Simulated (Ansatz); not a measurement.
Here is an Ansatz 0.2.0 calculation.

input.yaml

```yaml
crystal:
  lattice:
    - [3.822322, 0.0, 0.0]
    - [0.0, 3.822322, 0.0]
    - [0.0, 0.0, 3.822322]
  atoms:
    - { symbol: Fe, position: [0.0, 0.0, 0.5], spin: 3.0 }
    - { symbol: Fe, position: [0.0, 0.5, 0.0], spin: 3.0 }
    - { symbol: Fe, position: [0.5, 0.0, 0.0], spin: 3.0 }
    - { symbol: Al, position: [0.5, 0.5, 0.5] }
    - { symbol: B, position: [0.0, 0.0, 0.0] }
hamiltonian:
  xc: pbesol
  pseudopotentials: { kind: paw }
magnetization:
  spin_polarized: true
kpoints:
  mp_grid: { grid: [7, 7, 7] }
scf:
  occupations: { method: fermi_dirac, width: 0.05 }
output:
  forces: true
  stress: true
  eigenvalues: true
```

Potentials or basis: Ansatz PAW.

Run with:

```bash
$ ansatz run input.yaml --threads 2 --pin off --max-ram 5632MiB --backend cpu --events-out ev --progress --plain --runs-dir out
```

(1) Estimate the pressure.

(2) What does it give for the net moment?

(3) Predict the band gap on the k mesh.

(4) What does it give for the absolute moment?

## Answers

(1) -7.7 GPa.

(2) 4.11 μB per cell.

(3) none (metal or under the smearing width).

(4) 4.90 μB per cell.

Caveat: the PAW data sets come from PBE, with cores solved anew for the run's functional, which leaves a small shift of forces and pressure.
